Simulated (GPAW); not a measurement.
# PtRh3 (I4/mmm) in GPAW: band structure with PBEsol

Aim: the band structure of PtRh3 with PBEsol.

Program: GPAW 26.7.0. These are calculated values, not measurements. Logs are shortened: lines on timing, memory, paths and dates and some standing lists are left out, and cuts for length are marked. The log counts tension as positive stress, the text compression.

### 1 The structure

It takes space group I4/mmm (No. 139, tetragonal). The conventional cell has a = 3.838 Å, b = 3.838 Å, c = 7.689 Å, α = 90.00°, β = 90.00°, γ = 90.00°. Pt (site symmetry 4/mmm) has 12 Rh at 2.71 to 2.72 Å as nearest neighbours. Rh (site symmetry 4/mmm) is surrounded by 4 Pt at 2.71 Å and 8 Rh at 2.72 Å. Rh (site symmetry -4m2) is surrounded by 8 Rh at 2.71 to 2.72 Å and 4 Pt at 2.72 Å.

The cell comes from a database or a generator and needn't be the stable form of this composition.

### 2 Band structure, PBEsol

File run.py:

```python
from ase import Atoms
from ase.dft.bandgap import bandgap
from ase.io import write
from ase.units import GPa
from gpaw import GPAW, PW, setup_paths

setup_paths.insert(0, '.')

atoms = Atoms(['Pt', 'Rh', 'Rh', 'Rh'],
              cell=[[-1.9191582, 1.9191582, 3.84464319],
                    [1.9191582, -1.9191582, 3.84464319],
                    [1.9191582, 1.9191582, -3.84464319]],
              scaled_positions=[[0.0, 0.0, 0.0],
                                [0.5, 0.5, 0.0],
                                [0.25, 0.75, 0.5],
                                [0.75, 0.25, 0.5]],
              pbc=True)

calc = GPAW(mode=PW(600),
            xc='PBEsol',
            kpts={'size': (7, 7, 7), 'gamma': True},
            occupations={'name': 'fermi-dirac', 'width': 0.05},
            nbands=53,
            convergence={'density': 1e-05, 'energy': 1e-05},
            maxiter=150,
            txt='gpaw.txt')
atoms.calc = calc
energy = atoms.get_potential_energy()
forces = atoms.get_forces()
stress = atoms.get_stress()
calc.write('gs.gpw')
write('result.traj', atoms)
print(f'Energy: {energy:.6f} eV')
print('Forces (eV/A):')
print(forces.round(4))
print('Stress (GPa):', (stress / GPa).round(3))
print('Fermi level:', round(calc.get_fermi_level(), 4), 'eV')
print(f'Gap: {bandgap(calc)[0]:.4f} eV, direct: {bandgap(calc, direct=True)[0]:.4f} eV')

path = atoms.cell.bandpath('GXYSGZS1NPY1Z,XP', npoints=60, eps=1e-4)
bs_calc = calc.fixed_density(kpts=path, symmetry='off', nbands=72,
                             convergence={'bands': 'CBM+6.0', 'eigenstates': 1e-6}, txt='bands.txt')
bs = bs_calc.band_structure()
bs.write('bs.json')
print(f'Gap on the path: {bandgap(bs_calc)[0]:.4f} eV')
```

Potentials or basis: PAW data sets generated in the run's folder for this functional, pw.

Started as:

```bash
gpaw-setup -f PBEsol Pt Rh
OMP_NUM_THREADS=1 python run.py
```

gpaw.txt:

```text
__  _  _
 | _ |_)|_||  |
 |__||  | ||/\| - 26.7.0

Input parameters:
  mode=PW(ecut=600.0),
  convergence={'density': 1e-05, 'energy': 1e-05},
  kpts=MonkhorstPack(size=(7, 7, 7), gamma=True),
  maxiter=150,
  nbands=53,
  occupations=Occupations(name='fermi-dirac', width=0.05),
  xc=XC(name='PBEsol')

Diagonalizing LCAO Hamiltonian
Converting LCAO to pw mode

       Rh
         Rh

            Rh

       Pt

Atoms  # Å, Bohr magnetons
|   | symbol |        x |        y |        z |    initial magnetic moments |
|---|--------|----------|----------|----------|-----------------------------|
| 0 |     Pt | 0.000000 | 0.000000 | 0.000000 | ( 0.0000,  0.0000,  0.0000) |
| 1 |     Rh | 0.000000 | 0.000000 | 3.844643 | ( 0.0000,  0.0000,  0.0000) |
| 2 |     Rh | 1.919158 | 0.000000 | 1.922322 | ( 0.0000,  0.0000,  0.0000) |
| 3 |     Rh | 0.000000 | 1.919158 | 1.922322 | ( 0.0000,  0.0000,  0.0000) |

Unit cell  # Å
| periodic |         x |         y |         z |  lengths |     angles |
|----------|-----------|-----------|-----------|----------|------------|
|      yes | -1.919158 |  1.919158 |  3.844643 | 4.706126 | 131.866577 |
|      yes |  1.919158 | -1.919158 |  3.844643 | 4.706126 | 131.866577 |
|      yes |  1.919158 |  1.919158 | -3.844643 | 4.706126 |  70.439836 |

Number of symmetries: 16
Symmetry operations  # r_c * U_cc + t_c -> r_c
|    | kind |            matrix            |
|----|------|------------------------------|
|  0 |  σ   |  1, 1, 1,  0, 0,-1,  0,-1, 0 |
|  1 |  C4  |  1, 1, 1,  0, 0,-1, -1, 0, 0 |
|  2 |  E   |  1, 0, 0,  0, 1, 0,  0, 0, 1 |
|  3 |  σ   |  1, 0, 0,  0, 1, 0, -1,-1,-1 |
|  4 |  σ   |  0, 1, 0,  1, 0, 0,  0, 0, 1 |
|  5 |  C2  |  0, 1, 0,  1, 0, 0, -1,-1,-1 |
|  6 |  C2  |  0, 0, 1, -1,-1,-1,  1, 0, 0 |
|  7 |  S4  |  0, 0, 1, -1,-1,-1,  0, 1, 0 |
|  8 |  C4  |  0, 0,-1,  1, 1, 1,  0,-1, 0 |
|  9 |  σ   |  0, 0,-1,  1, 1, 1, -1, 0, 0 |
| 10 |  σ   |  0,-1, 0, -1, 0, 0,  1, 1, 1 |
| 11 |  C2  |  0,-1, 0, -1, 0, 0,  0, 0,-1 |
| 12 |  C2  | -1, 0, 0,  0,-1, 0,  1, 1, 1 |
| 13 |  i   | -1, 0, 0,  0,-1, 0,  0, 0,-1 |
| 14 |  S4  | -1,-1,-1,  0, 0, 1,  1, 0, 0 |
| 15 |  C2  | -1,-1,-1,  0, 0, 1,  0, 1, 0 |

BZ-sampling:
  Number of BZ points: 343
  Number of IBZ points: 40

  Monkhorst-Pack size: [7, 7, 7]
  Monkhorst-Pack shift: [0, 0, 0]

K-points  # in reciprocal-cell coordinates
|     |                                coordinates |     weight |
|-----|--------------------------------------------|------------|
|   0 | (  0.00000000,   0.00000000,   0.00000000) | 0.00291545 |
|   1 | (  0.14285714,  -0.14285714,   0.00000000) | 0.01166181 |
|   2 | (  0.14285714,  -0.14285714,   0.14285714) | 0.01166181 |
|   3 | (  0.14285714,   0.00000000,   0.00000000) | 0.02332362 |
|   4 | (  0.14285714,   0.14285714,  -0.14285714) | 0.00583090 |
|   5 | (  0.28571429,  -0.28571429,   0.00000000) | 0.01166181 |
|   6 | (  0.28571429,  -0.28571429,   0.14285714) | 0.02332362 |
|   7 | (  0.28571429,  -0.28571429,   0.28571429) | 0.01166181 |
|   8 | (  0.28571429,  -0.14285714,   0.00000000) | 0.04664723 |
|   9 | (  0.28571429,  -0.14285714,   0.14285714) | 0.02332362 |
| ... |                                            |            |
|  39 | (  0.42857143,   0.42857143,   0.42857143) | 0.02332362 |

Plane wave coefficients: 1909
Cutoff: 600.0 eV

Spin-components: 1 (collinear spins)
Bands:           53
Projectors:      24
Spin-degeneracy: 2
Datatype:        complex128

Parallelization:
  kpt:    1
  domain: 1
  band:   1

Density:
  Valence electrons: 61.0
  Components: 1
  Grid points: [27 27 27]
  Charge: 0.0  # |e|

Potential:
  Grid points: [27 27 27]

species:
  Pt:
    name:    Platinum
    Z:       78.0
    valence: 16
    core:    62
    charge:  0.0  # [|e|]
    compensation charges:
      type: gauss
      rc: 0.41  # [Å]
      lmax: 2
    cutoffs:
      filter: 2.26  # [Å]
      core: 2.26  # [Å]
    projectors
    | kind |    occ | energy [eV] | rcut [Å] |
    |------|--------|-------------|----------|
    |   6s |  1.000 |      -5.666 |    1.307 |
    |   5p |  6.000 |     -56.073 |    1.371 |
    |   6p |  0.000 |      -0.783 |    1.371 |
    |   5d |  9.000 |      -6.179 |    1.307 |
    |    s |        |      21.545 |    1.307 |
    |    d |        |      21.032 |    1.307 |

    Using partial waves for Pt as LCAO basis

  Rh:
    name:    Rhodium
    Z:       45.0
    valence: 15
    core:    30
    charge:  0.0  # [|e|]
    compensation charges:
      type: gauss
      rc: 0.38  # [Å]
      lmax: 2
    cutoffs:
      filter: 2.48  # [Å]
      core: 2.35  # [Å]
    projectors
    | kind |    occ | energy [eV] | rcut [Å] |
    |------|--------|-------------|----------|
    |   5s |  1.000 |      -4.322 |    1.270 |
    |   4p |  6.000 |     -50.387 |    1.381 |
    |   5p |  0.000 |      -0.797 |    1.381 |
    |   4d |  8.000 |      -5.955 |    1.244 |
    |    s |        |      22.889 |    1.270 |
    |    d |        |      21.257 |    1.244 |

    Using partial waves for Rh as LCAO basis

Reference energy: -890444.575339  # eV

eigensolver:
  PPCG
  Converge bands: occupied
  niter=2

density mixing:
  MSR1-Mixer
  Pratt-step length: 0.05
  Maximum mixing coefficient: 0.75
  Old densities: 10
  SVD Regularization: 0.005
  Good broyden scale: 1.0
  Trust region scale: 1.0
  Backstep threshold: 4.0
  History deletion threshold: 6.0
  Fourier metric: weight=20.0, sigma=0.015

occupation numbers:
  Fermi-Dirac:
    width: 0.0500  # eV

poisson solver:
  ecut: 4800.0  # eV

xc functional:
  name: PBEsol with 2 nearest neighbor stencil

convergence criteria:
- Maximum integral of absolute [dens]ity change: 1e-05 electrons / valence electron
- Maximum [total energy] change in last 3 cyles: 1e-05 eV / valence electron
- Maximum integral of absolute [eigenst]ate change: 4e-08 eV^2 / valence electron
maximum number of iterations: 150

SCF iterations
|iter     | |      energy | eigst |  dens |
|---------|-|-------------|-------|-------|
|iter:   1| |  -34.141884 | +0.43 |       |
|iter:   2| |  -33.909030 | -1.63 | -1.15 |
|iter:   3| |  -86.883061 | -0.34 | -1.15 |
|iter:   4| |  -33.901402 | -0.76 | -0.54 |
|iter:   5| |  -32.399934 | -1.70 | -1.17 |
|iter:   6| |  -31.875221 | -2.60 | -1.44 |
|iter:   7| |  -31.850909 | -3.70 | -2.11 |
|iter:   8| |  -31.841824 | -3.21 | -2.45 |
|iter:   9| |  -31.842159 | -3.88 | -2.90 |
|iter:  10| |  -31.842206c| -5.23 | -3.44 |
|iter:  11| |  -31.842219c| -5.55 | -4.00 |
|iter:  12| |  -31.842221c| -6.86 | -4.46 |
|iter:  13| |  -31.842221c| -7.37 | -5.07c|
|iter:  14| |  -31.842221c| -7.75c| -5.87c|

Converged in 14 steps
Energy contributions relative to reference atoms: (reference = -890444.575339)

Energy contributions:
  Kinetic:         -28.606662
  Coulomb:          17.968316
  Zero:             -0.767507
  External:          0.000000
  Xc:              -20.413726
  Entropy:          -0.045285
  Spinorbit:         0.000000
  ----------------------------
  Free energy:     -31.864864
  Extrapolated:    -31.842221

dipole moment: (-12.452887, -12.452887, -1.634503)  # |e|*Ang

Fermi level: 11.697
Eigenvalues  # (at kpt = [0.000, 0.000, 0.000])
| band index |      eig [eV] | occ [0-2] |
|------------|---------------|-----------|
|          0 |       -41.446 |     2.000 |
|        ... |               |           |
|         20 |         7.923 |     2.000 |
|         21 |         8.445 |     2.000 |
|         22 |         8.555 |     2.000 |
|         23 |         8.555 |     2.000 |
|         24 |         9.958 |     2.000 |
|         25 |        10.500 |     2.000 |
[... 8 lines left out ...]
|         34 |        20.580 |     0.000 |
|         35 |        20.580 |     0.000 |
|        ... |               |           |
|         52 |        37.238 |     0.000 |

No gap
No difference between direct/indirect transitions

Forces  # eV/Ang
|        x |        y |       z |
|----------|----------|---------|
|  0.00000 |  0.00000 | 0.00000 |  # Pt   0
| -0.00000 | -0.00000 | 0.00000 |  # Rh   1
|  0.00000 |  0.00000 | 0.00000 |  # Rh   2
|  0.00000 |  0.00000 | 0.00000 |  # Rh   3

Stress tensor  # eV/Ang^3
|        x |        y |        z |
|----------|----------|----------|
| 0.025132 | 0.000000 | 0.000000 |
| 0.000000 | 0.025132 | 0.000000 |
| 0.000000 | 0.000000 | 0.025471 |

# Writing to gs.gpw (mode='')
```

bands.txt:

```text
Diagonalizing LCAO Hamiltonian
Converting LCAO to pw mode
convergence criteria:
- Maximum integral of absolute [eigenst]ate change: 1e-06 eV^2 / valence electron
maximum number of iterations: 150

SCF iterations
|iter     | |      energy | eigst |  dens |
|---------|-|-------------|-------|-------|
|iter:   1| |             | +0.41 |       |
[... 65 lines left out ...]
         [ 0.5       ,  0.5       , -0.37486298],
         [ 0.5       ,  0.5       , -0.41657532],
         [ 0.5       ,  0.5       , -0.45828766],
         [ 0.5       ,  0.5       , -0.5       ],
         [ 0.        ,  0.        ,  0.5       ],
         [ 0.08333333,  0.08333333,  0.41666667],
         [ 0.16666667,  0.16666667,  0.33333333],
         [ 0.25      ,  0.25      ,  0.25      ]])),
  maxiter=150,
  nbands=72,
  occupations=Occupations(name='fermi-dirac', width=0.05),
  symmetry=Symmetry(point_group=False, time_reversal=False),
  xc=XC(name='PBEsol')
```

It took 7.3 min on 1 thread of Arm Neoverse N1, shared host; peak memory 0.46 GiB.

Results:

```yaml
Free_energy: -31.8649 eV
Pressure: -4.0 GPa
Band_gap_along_the_path: none (metal or under the smearing width)
```

Levels at the corners of the path, in eV from the Fermi level:
```tsv
point	band 26	band 27	band 28	band 29	band 30	band 31	band 32	band 33	band 34	band 35
Γ	-1.20	-1.15	-1.06	0.41	0.73	0.84	0.84	0.96	2.74	8.88
X	-1.83	-1.44	-1.08	0.22	0.34	0.40	0.44	0.44	0.51	2.50
Y	-1.45	-1.27	-1.20	-0.93	-0.73	0.33	0.35	0.75	0.91	2.64
S	-1.62	-1.46	-1.46	-0.94	-0.84	-0.81	-0.12	0.84	1.50	1.69
Γ	-1.20	-1.15	-1.06	0.41	0.73	0.84	0.84	0.96	2.74	8.88
Z	-1.45	-0.61	-0.25	0.34	0.46	0.73	0.83	0.83	0.96	2.77
S1	-1.62	-1.46	-1.46	-0.94	-0.84	-0.81	-0.12	0.84	1.50	1.69
N	-1.75	-1.47	-1.38	-1.33	-1.27	-0.15	0.05	0.45	0.67	5.43
P	-2.07	-2.06	-2.04	-0.25	-0.24	-0.24	-0.11	1.98	2.27	2.27
Y1	-1.45	-1.27	-1.20	-0.93	-0.73	0.33	0.35	0.75	0.91	2.64
Z	-1.45	-0.61	-0.25	0.34	0.46	0.73	0.83	0.83	0.96	2.77
X	-1.83	-1.44	-1.08	0.22	0.34	0.40	0.44	0.44	0.51	2.50
P	-2.07	-2.06	-2.04	-0.25	-0.24	-0.24	-0.11	1.98	2.27	2.27
```

Caveat: spin-orbit coupling is left out, which moves the levels of the heavy elements.
